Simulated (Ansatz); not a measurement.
# GaP: the cost of one run

Program: Ansatz 0.2.0. Level of theory: DFT PBE, scalar-relativistic, plane waves, PAW. These are calculated values, not measurements.

1 further run of the same task is left out (it didn't finish).

**1. The starting structure**

It takes space group F-43m (No. 216, cubic). The conventional cell has a = 5.451 Å, b = 5.451 Å, c = 5.451 Å, α = 90.00°, β = 90.00°, γ = 90.00°. Ga (site symmetry -43m) is surrounded by 4 P at 2.36 Å. P (site symmetry -43m) is surrounded by 4 Ga at 2.36 Å.

Structure file:

```
Ga P
1.0
     2.72525   -2.72525    0.00000
     2.72525    0.00000   -2.72525
     5.45050    5.45050    5.45050
Ga P
3 3
Direct
  0.66667 0.66667 0.33333
  0.00000 0.00000 0.00000
  0.33333 0.33333 0.66667
  0.66667 0.66667 0.08333
  0.00000 0.00000 0.75000
  0.33333 0.33333 0.41667
```

The cell is taken as given, not relaxed at this level.

**2. The undisturbed cell**

input.yaml

```yaml
crystal:
  lattice:
    - [2.72525, -2.72525, 0.0]
    - [2.72525, 0.0, -2.72525]
    - [5.4505, 5.4505, 5.4505]
  atoms:
    - { symbol: Ga, position: [0.6666666667, 0.6666666667, 0.3333333333] }
    - { symbol: Ga, position: [0.0, 0.0, 0.0] }
    - { symbol: Ga, position: [0.3333333333, 0.3333333333, 0.6666666667] }
    - { symbol: P, position: [0.6666666667, 0.6666666667, 0.0833333333] }
    - { symbol: P, position: [1.0, 1.0, 0.75] }
    - { symbol: P, position: [0.3333333333, 0.3333333333, 0.4166666667] }
basis:
  ecutwfc: 420
kpoints:
  mp_grid: { grid: [8, 8, 3] }
hamiltonian:
  xc: pbe
scf:
  occupations: { method: gaussian, width: 0.05 }
output:
  forces: true
  stress: true
  eigenvalues: true
  write_density: true
  write_potential: true
  elf: true
  volumetric_format: npy
```

Launch:

```console
$ ansatz run input.yaml --threads 2 --pin off --max-ram 5120MiB --backend cpu --events-out ev --progress --plain --runs-dir out
```

Q: Estimate wall time and peak memory on 2 threads of Arm Neoverse V1, shared host.

About 7.8 s, with a peak of 0.38 GiB.
